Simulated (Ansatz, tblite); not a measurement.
**Si(OH)Cl3 (Cl3HOSi): one state, many levels**

An exercise on one series of results from a longer session: the logs are not shown, and one member is left open.

The runs use Ansatz 0.2.0, Gaussian basis; as each input shows.

Levels to be run: GFN1-xTB, GFN2-xTB, PBE-D4/def2-TZVP, r2SCAN-D4/def2-TZVP, r2SCANh-D4/def2-TZVP, BLYP-D4/def2-TZVP, B2PLYP/def2-TZVP, LC-ωPBE/def2-TZVP, revPBE-D4/def2-TZVP, HF/def2-TZVP, B97M-V/def2-TZVP, PBE-D4/def2-SVP, PBE0-D4/def2-SVP, HF/STO-3G, PBE0-D4/def2-TZVPD, PBE-D4/def2-TZVPD, r2SCAN-D4/def2-TZVPD, CCSD(T)/def2-TZVPP, MP2/def2-TZVP, RPA/def2-TZVP.

### The geometry

The geometry is that of the singlet, from an earlier relaxation (r2SCAN-D4/def2-SVP).

6 atoms, charge 0, spin multiplicity 1.

Bond lengths: Si1–O2 1.636 Å, Si1–Cl4 2.050 Å, Si1–Cl5 2.050 Å, Si1–Cl6 2.034 Å, O2–H3 0.966 Å. Angles: O2–Si1–Cl4 111.4°, O2–Si1–Cl5 111.4°, O2–Si1–Cl6 106.6°, Cl4–Si1–Cl5 107.8°, Cl4–Si1–Cl6 109.9°, Cl5–Si1–Cl6 109.9°, Si1–O2–H3 118.0°.

PBE0-D4/def2-TZVP was run before; its log isn't repeated, and its numbers join the tables.

The first run:

Tight binding, by tblite at 300 K electronic temperature and without a spin-polarisation term:

```python
tblite.interface.Calculator('GFN1-xTB', numbers, positions, charge=0, uhf=0).singlepoint()
```

Tight binding, by tblite at 300 K electronic temperature and without a spin-polarisation term:

```python
tblite.interface.Calculator('GFN2-xTB', numbers, positions, charge=0, uhf=0).singlepoint()
```

start.molden holds the orbitals of an earlier run on this state, given as this run's starting guess.

File in.yaml:

```yaml
crystal:
  periodic: [false, false, false]
  atoms:
    - {symbol: Si, position_ang: [-0.064798, -0.117302, -0.275080]}
    - {symbol: O, position_ang: [-0.071152, -0.111621, 1.361319]}
    - {symbol: H, position_ang: [0.347323, 0.632101, 1.813329]}
    - {symbol: Cl, position_ang: [1.846954, -0.114405, -1.014477]}
    - {symbol: Cl, position_ang: [-1.031116, 1.524737, -1.031100]}
    - {symbol: Cl, position_ang: [-1.027221, -1.813510, -0.853991]}
basis:
  gaussian: {orbitals: def2-TZVP, initial_orbitals: start.molden}
hamiltonian: {xc: pbe, dispersion: d4}
scf: {omitted_lower_state_checks: [starts]}
output: {orbitals: {seedname: orbitals}}
```

Launch:

```console
$ ansatz run in.yaml --threads 2 --pin off --events-out ev --progress --plain --max-ram 4352MiB
```

Among the steps run: PBE-D4/def2-TZVP; r2SCAN-D4/def2-TZVP; r2SCANh-D4/def2-TZVP; BLYP-D4/def2-TZVP; B2PLYP/def2-TZVP; LC-ωPBE/def2-TZVP; revPBE-D4/def2-TZVP; HF/def2-TZVP; B97M-V/def2-TZVP; PBE-D4/def2-SVP; PBE0-D4/def2-SVP; HF/STO-3G; PBE0-D4/def2-TZVPD; PBE-D4/def2-TZVPD; r2SCAN-D4/def2-TZVPD; CCSD(T)/def2-TZVPP; MP2/def2-TZVP; RPA/def2-TZVP.

One table of the session follows, with a row left open; its other results are not shown here.

```
               level  HOMO (eV)  LUMO (eV)  gap (eV)
           HF/STO-3G     -11.46       5.95     17.41
        HF/def2-TZVP     -12.69       3.21     15.89
     PBE-D4/def2-SVP      -7.67      -0.86      6.80
    PBE-D4/def2-TZVP          ?          ?         ?
   PBE-D4/def2-TZVPD      -7.96      -1.57      6.39
 revPBE-D4/def2-TZVP      -7.84      -1.17      6.67
   BLYP-D4/def2-TZVP      -7.71      -1.20      6.51
 r2SCAN-D4/def2-TZVP      -8.28      -0.86      7.42
r2SCAN-D4/def2-TZVPD      -8.32      -1.07      7.25
    B97M-V/def2-TZVP      -8.37      -0.82      7.55
r2SCANh-D4/def2-TZVP      -8.81      -0.52      8.29
    PBE0-D4/def2-SVP      -9.20       0.12      9.33
   PBE0-D4/def2-TZVP      -9.34      -0.27      9.07
  PBE0-D4/def2-TZVPD      -9.39      -0.71      8.68
   LC-ωPBE/def2-TZVP     -12.17       2.12     14.29
```

Q: Estimate the row for PBE-D4/def2-TZVP from the others.

The run gave: HOMO (eV): -7.89; LUMO (eV): -1.29; gap (eV): 6.60. In the column «HOMO (eV)» it lies between PBE-D4/def2-TZVPD (-7.96) and revPBE-D4/def2-TZVP (-7.84).
